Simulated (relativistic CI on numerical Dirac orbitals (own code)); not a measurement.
# Cr³⁺: L2,3 absorption with charge transfer

Aim: the L2,3 absorption spectrum of Cr³⁺ in a cubic metal-ligand cluster, for 3 values of Delta.

Method: charge-transfer multiplet model of a cubic metal-ligand cluster with up to 1 ligand holes, Slater and spin-orbit integrals from Dirac-Coulomb-Breit ions, Slater integrals scaled by 0.7. Code: relativistic CI on numerical Dirac orbitals (own code) version 3.

## 1. The atom as given

| Property | Result |
| --- | --- |
| ion | Cr³⁺ (Cr IV) |
| nuclear charge | 24 |
| electrons | 21 |
| d electrons | 3 |
| ligand holes at most | 1 |
| parameters | in eV; Veg, Vt2g hoppings, tenDq and tenDqL metal and ligand splittings (negative tenDq: tetrahedral), red the scaling of hopping with a core hole |
| temperature | 20 K |
| widths | Lorentz 0.4 eV, Gauss 0.3 eV |

## 2. Delta = 4 eV

The run's settings:

```ini
cluster ion=Cr3+ d3 ligand_holes=1 slater_scale=0.7
Delta=4 Udd=5.2 Upd=6.7 tenDq=0.95 tenDqL=0.3 Veg=3.1 Vt2g=-1.46 red=0.8
spectrum xas L2,3 T=20 lorentz=0.4 gauss=0.3
```

On the command line:

```console
> python run_levels.py task.json out
```

One command runs all members of the session, one after another, from task.json.

Results of the run (chosen fields of its result record, rounded):

```text
status: converged
curve, one point in 4 above 2 % of the maximum [energy, intensity] [eV from the first main peak; 1/eV]:
  - [-3.3, 0.004893]
  - [-2.9, 0.006381]
  - [-2.5, 0.01052]
  - [-2.1, 0.02231]
  - [-1.7, 0.04556]
  - [-1.3, 0.09876]
  - [-0.9, 0.09872]
  - [-0.5, 0.1377]
  - [-0.1, 0.2235]
  - [0.3, 0.1898]
  - [0.7, 0.1757]
  - [1.1, 0.133]
  - [1.5, 0.072]
  - [1.9, 0.05045]
  - [2.3, 0.04715]
  - [2.7, 0.03323]
  - [3.1, 0.0294]
  - [3.5, 0.02703]
  - [3.9, 0.01807]
  - [4.3, 0.01299]
  - [4.7, 0.01217]
  - [5.1, 0.01342]
  - [5.5, 0.01814]
  - [5.9, 0.02582]
  - [6.3, 0.04083]
  - [6.7, 0.05012]
  - [7.1, 0.07654]
  - [7.5, 0.1239]
  - [7.9, 0.1044]
  - [8.3, 0.0744]
  - [8.7, 0.09083]
  - [9.1, 0.0999]
  - [9.5, 0.1092]
  - [9.9, 0.06075]
  - [10.3, 0.02936]
  - [10.7, 0.0178]
  - [11.1, 0.01242]
  - [11.5, 0.01005]
  - [11.9, 0.00851]
  - [12.3, 0.005976]
  - [12.7, 0.005879]
weights: [0.648117, 0.351883]
n_d: 3.35188
n_eg: 0.311602
ground_S: 1.49977
ground_energy [eV]: -7.94445
cluster_levels [E_eV, degeneracy, S, weight_dn]:
  - [7.105e-15, 4, 1.5, 0.6481]
  - [1.576, 2, 1.5, 0.6682]
  - [1.582, 4, 1.491, 0.668]
  - [1.59, 4, 1.482, 0.6678]
  - [1.596, 2, 1.495, 0.668]
  - [1.798, 4, 0.545, 0.6491]
  - [1.866, 4, 0.5143, 0.6461]
  - [1.88, 2, 0.512, 0.6458]
  - [2.333, 2, 1.485, 0.6564]
  - [2.337, 4, 1.492, 0.6565]
  - [2.352, 4, 1.495, 0.655]
  - [2.355, 2, 1.497, 0.6542]
  - [2.571, 4, 0.5182, 0.6473]
  - [2.591, 2, 0.5301, 0.6473]
  - [3.078, 2, 0.5051, 0.6677]
  - [3.249, 2, 0.5008, 0.6559]
  - [3.255, 4, 0.5008, 0.6558]
  - [3.35, 2, 0.5033, 0.6572]
  - [3.379, 4, 0.5112, 0.6572]
atomic [eV]: {"ground": {"F2dd": 7.5023, "F4dd": 4.69694, "zeta_d": 0.0328457}, "final": {"F2dd": 8.06946, "F4dd": 5.05469, "zeta_d": 0.0466025, "zeta_core": 5.61962, "F2cd": 4.59348, "G1cd": 3.41381, "G3cd": 1.93849}}
```

It took 3 s on 1 thread of Neoverse-V1, shared host; peak memory 0.2 GiB.

## 3. Delta = 1 eV

The run's settings:

```ini
cluster ion=Cr3+ d3 ligand_holes=1 slater_scale=0.7
Delta=1 Udd=5.2 Upd=6.7 tenDq=0.95 tenDqL=0.3 Veg=3.1 Vt2g=-1.46 red=0.8
spectrum xas L2,3 T=20 lorentz=0.4 gauss=0.3
```

Results of the run:

```text
status: converged
curve, one point in 7 above 2 % of the maximum [energy, intensity] [eV from the first main peak; 1/eV]:
  - [-3.3, 0.004598]
  - [-2.6, 0.009129]
  - [-1.9, 0.03272]
  - [-1.2, 0.1156]
  - [-0.5, 0.1376]
  - [0.2, 0.1998]
  - [0.9, 0.1522]
  - [1.6, 0.06561]
  - [2.3, 0.04915]
  - [3, 0.03314]
  - [3.7, 0.0237]
  - [4.4, 0.01702]
  - [5.1, 0.01754]
  - [5.8, 0.01857]
  - [6.5, 0.04112]
  - [7.2, 0.07877]
  - [7.9, 0.1154]
  - [8.6, 0.08388]
  - [9.3, 0.1089]
  - [10, 0.04469]
  - [10.7, 0.02043]
  - [11.4, 0.0186]
  - [12.1, 0.009705]
  - [12.8, 0.005424]
weights: [0.5403, 0.4597]
n_d: 3.4597
n_eg: 0.409659
ground_S: 1.49977
ground_energy [eV]: -9.15814
cluster_levels [E_eV, degeneracy, S, weight_dn]:
  - [2.665e-14, 4, 1.5, 0.5403]
  - [1.624, 2, 1.5, 0.5509]
  - [1.629, 4, 1.483, 0.5507]
  - [1.637, 4, 1.477, 0.5506]
  - [1.643, 2, 1.493, 0.5507]
  - [1.802, 4, 0.5664, 0.542]
  - [1.859, 4, 0.5179, 0.5381]
  - [1.872, 2, 0.5161, 0.5379]
  - [2.328, 2, 1.484, 0.5275]
  - [2.332, 4, 1.492, 0.5274]
  - [2.342, 4, 1.495, 0.5258]
  - [2.343, 2, 1.497, 0.5249]
  - [2.564, 4, 0.5181, 0.5359]
  - [2.583, 2, 0.5303, 0.5357]
  - [3.128, 2, 0.5047, 0.5532]
  - [3.259, 2, 0.5008, 0.5387]
  - [3.265, 4, 0.5007, 0.5386]
  - [3.362, 2, 0.5024, 0.5388]
  - [3.392, 4, 0.5084, 0.5388]
atomic [eV]: {"ground": {"F2dd": 7.5023, "F4dd": 4.69694, "zeta_d": 0.0328457}, "final": {"F2dd": 8.06946, "F4dd": 5.05469, "zeta_d": 0.0466025, "zeta_core": 5.61962, "F2cd": 4.59348, "G1cd": 3.41381, "G3cd": 1.93849}}
```

Run time: 3 s. Hardware: 1 thread of Neoverse-V1, shared host; peak memory 0.21 GiB.

## 4. Delta = 3 eV

The run's settings:

```ini
cluster ion=Cr3+ d3 ligand_holes=1 slater_scale=0.7
Delta=3 Udd=5.2 Upd=6.7 tenDq=0.95 tenDqL=0.3 Veg=3.1 Vt2g=-1.46 red=0.8
spectrum xas L2,3 T=20 lorentz=0.4 gauss=0.3
```

Results of the run:

```text
status: converged
curve, one point in 7 above 2 % of the maximum [energy, intensity] [eV from the first main peak; 1/eV]:
  - [-3.3, 0.004848]
  - [-2.6, 0.009169]
  - [-1.9, 0.03406]
  - [-1.2, 0.1153]
  - [-0.5, 0.1411]
  - [0.2, 0.2042]
  - [0.9, 0.1608]
  - [1.6, 0.06114]
  - [2.3, 0.0488]
  - [3, 0.02988]
  - [3.7, 0.02196]
  - [4.4, 0.01389]
  - [5.1, 0.01557]
  - [5.8, 0.02316]
  - [6.5, 0.04407]
  - [7.2, 0.0859]
  - [7.9, 0.1042]
  - [8.6, 0.08873]
  - [9.3, 0.1095]
  - [10, 0.04773]
  - [10.7, 0.01781]
  - [11.4, 0.01221]
  - [12.1, 0.008961]
  - [12.8, 0.005038]
weights: [0.613897, 0.386103]
n_d: 3.3861
n_eg: 0.342546
ground_S: 1.49977
ground_energy [eV]: -8.31328
cluster_levels [E_eV, degeneracy, S, weight_dn]:
  - [1.243e-14, 4, 1.5, 0.6139]
  - [1.595, 2, 1.5, 0.6316]
  - [1.601, 4, 1.488, 0.6313]
  - [1.609, 4, 1.48, 0.6311]
  - [1.615, 2, 1.495, 0.6314]
  - [1.799, 4, 0.5525, 0.6151]
  - [1.864, 4, 0.5152, 0.6117]
  - [1.877, 2, 0.5133, 0.6115]
  - [2.338, 2, 1.484, 0.6161]
  - [2.342, 4, 1.491, 0.6161]
  - [2.356, 4, 1.495, 0.6146]
  - [2.358, 2, 1.497, 0.6138]
  - [2.57, 4, 0.5191, 0.612]
  - [2.589, 2, 0.5316, 0.6119]
  - [3.097, 2, 0.505, 0.6318]
  - [3.255, 2, 0.5008, 0.6189]
  - [3.261, 4, 0.5008, 0.6188]
  - [3.357, 2, 0.5029, 0.6199]
  - [3.387, 4, 0.5099, 0.6199]
atomic [eV]: {"ground": {"F2dd": 7.5023, "F4dd": 4.69694, "zeta_d": 0.0328457}, "final": {"F2dd": 8.06946, "F4dd": 5.05469, "zeta_d": 0.0466025, "zeta_core": 5.61962, "F2cd": 4.59348, "G1cd": 3.41381, "G3cd": 1.93849}}
```

It took 3 s on 1 thread of Neoverse-V1, shared host; peak memory 0.21 GiB.

## 5. Comparison

| run | d count | weight without ligand hole | ground S | up to four highest peaks (% of the highest), eV from the first main peak |
| --- | --- | --- | --- | --- |
| Delta = 4 eV | 3.35 | 0.65 | 1.50 | -1.1 (51), 0.0 (100), 0.7 (77), 7.6 (56) |
| Delta = 1 eV | 3.46 | 0.54 | 1.50 | -1.1 (53), 0.0 (100), 0.6 (74), 7.7 (58) |
| Delta = 3 eV | 3.39 | 0.61 | 1.50 | -1.1 (51), 0.0 (100), 0.7 (76), 7.6 (57) |

## 6. What came out

```
                           quantity         value
                            d count  3.35 to 3.46
ground spin (effective S from ⟨S²⟩)          1.50
```

**Reading.** From Delta = 1 eV to Delta = 4 eV the ground-state d count goes from 3.46 to 3.35. In the first run d3 holds 65 % of the ground state. The space is cut at the given number of ligand holes while the last configuration still holds over a tenth of the ground state. The cluster parameters are drawn, not fitted to a compound.
